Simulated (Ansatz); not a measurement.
# Ga7N7 zinc blende off sphere (Ga7N7H20): structure and electronic state

What does Ga7N7 zinc blende off sphere (Ga7N7H20) look like as a singlet, and where do its frontier electrons sit?

Computed with Ansatz 0.2.0, Gaussian basis. Level: RKS PBE0-D4/def2-TZVP.

Levels to be run: relaxation at PBE-D4/def2-SVP; a single point at PBE0-D4/def2-TZVP.

## Step 1: The system as given

34 atoms, charge 0, spin multiplicity 1.

Atoms are counted from 1 here; the program's logs count them from 0.

Bond lengths: Ga1–N9 2.041 Å, Ga1–N10 1.948 Å, Ga1–H15 1.559 Å, Ga1–H16 1.559 Å, Ga2–N8 1.963 Å, Ga2–N11 1.963 Å, Ga2–N12 1.963 Å, Ga2–H17 1.535 Å, Ga3–N9 1.911 Å, Ga3–N11 2.108 Å, Ga3–N13 1.911 Å, Ga3–H18 1.531 Å, Ga4–N8 2.108 Å, Ga4–N9 1.911 Å, Ga4–N14 1.911 Å, Ga4–H19 1.531 Å, Ga5–N10 1.948 Å, Ga5–N14 2.041 Å and more. Angles: N9–Ga1–N10 105.3°, N9–Ga1–H15 104.1°, N9–Ga1–H16 104.2°, N10–Ga1–H15 110.2°, N10–Ga1–H16 110.3°, H15–Ga1–H16 121.2°, N8–Ga2–N11 105.7°, N8–Ga2–N12 105.7°, N8–Ga2–H17 113.1°, N11–Ga2–N12 105.6°, N11–Ga2–H17 113.1°, N12–Ga2–H17 113.1°, N9–Ga3–N11 101.8°, N9–Ga3–N13 110.6°, N9–Ga3–H18 117.6°, N11–Ga3–N13 101.4°, N11–Ga3–H18 104.9°, N13–Ga3–H18 117.7° and more.

The start is a GFN2-xTB geometry.

## Step 2: Relaxation at PBE-D4/def2-SVP

in.yaml

```yaml
crystal:
  periodic: [false, false, false]
  atoms:
    - {symbol: Ga, position_ang: [0.559600, -2.849230, 0.560790]}
    - {symbol: Ga, position_ang: [-1.763360, 1.767220, -1.761910]}
    - {symbol: Ga, position_ang: [0.669270, -0.676390, -1.659750]}
    - {symbol: Ga, position_ang: [-1.661580, -0.674360, 0.675600]}
    - {symbol: Ga, position_ang: [0.564950, -0.566600, 2.844460]}
    - {symbol: Ga, position_ang: [0.672440, 1.658760, 0.676190]}
    - {symbol: Ga, position_ang: [2.844720, -0.561120, 0.558100]}
    - {symbol: N, position_ang: [-2.793800, 0.586390, -0.579070]}
    - {symbol: N, position_ang: [-0.598790, -1.628690, -0.593460]}
    - {symbol: N, position_ang: [1.650070, -1.651630, 1.643950]}
    - {symbol: N, position_ang: [-0.582620, 0.585400, -2.793640]}
    - {symbol: N, position_ang: [-0.578200, 2.796560, -0.583080]}
    - {symbol: N, position_ang: [1.622270, 0.593210, -0.595200]}
    - {symbol: N, position_ang: [-0.594860, 0.591880, 1.628900]}
    - {symbol: H, position_ang: [1.451950, -3.609760, -0.467320]}
    - {symbol: H, position_ang: [-0.463810, -3.609240, 1.458880]}
    - {symbol: H, position_ang: [-2.649820, 2.654450, -2.646160]}
    - {symbol: H, position_ang: [1.464340, -1.474490, -2.696180]}
    - {symbol: H, position_ang: [-2.697390, -1.469650, 1.473780]}
    - {symbol: H, position_ang: [-0.458990, -1.464170, 3.603980]}
    - {symbol: H, position_ang: [1.459360, 0.459380, 3.605170]}
    - {symbol: H, position_ang: [1.469430, 2.693980, 1.472810]}
    - {symbol: H, position_ang: [3.607230, -1.452720, -0.469030]}
    - {symbol: H, position_ang: [3.602250, 0.464890, 1.454810]}
    - {symbol: H, position_ang: [-3.420900, -0.017970, -1.120350]}
    - {symbol: H, position_ang: [-3.413630, 1.129840, 0.031070]}
    - {symbol: H, position_ang: [-1.158550, -2.285460, -1.151480]}
    - {symbol: H, position_ang: [2.246380, -2.245650, 2.237770]}
    - {symbol: H, position_ang: [-1.123290, -0.015780, -3.424250]}
    - {symbol: H, position_ang: [0.030700, 1.128580, -3.410400]}
    - {symbol: H, position_ang: [0.034150, 3.412480, -1.128310]}
    - {symbol: H, position_ang: [-1.114340, 3.427720, 0.021510]}
    - {symbol: H, position_ang: [2.277330, 1.152400, -1.155550]}
    - {symbol: H, position_ang: [-1.152510, 1.149780, 2.287350]}
basis:
  gaussian: {orbitals: def2-SVP, fitting: {mean_field: def2-universal-jkfit}}
hamiltonian: {xc: pbe, dispersion: d4}
scf: {lower_state_search: "off"}
output: {orbitals: {seedname: orbitals}}
relax: {f_tol: 0.03, max_steps: 70}
```

The run is started by

```bash
ansatz run in.yaml --threads 2 --pin off --events-out ev --progress --plain --max-ram 32768MiB --backend cuda --devices 0, --max-vram 18GiB
```

After this run come: Single point, PBE0-D4/def2-TZVP.

**Question.** What will the summary of the whole plan be? Wanted: point group; commonest bond, hydrogen aside; HOMO, LUMO at PBE0-D4/def2-TZVP; dipole at PBE-D4/def2-SVP.

As calculated:

```
                       quantity                            value
                    point group                              C3v
 commonest bond, hydrogen aside  Ga–N, 18 of mean length 2.003 Å
HOMO, LUMO at PBE0-D4/def2-TZVP                  -6.77, -0.86 eV
      dipole at PBE-D4/def2-SVP                          12.32 D
```

In words: The molecule keeps its bonding pattern by the stored test; the atoms moved 0.09 Å (rms). No usable vibrations, so a minimum isn't proven. Whether this spin is the lowest isn't tested here.
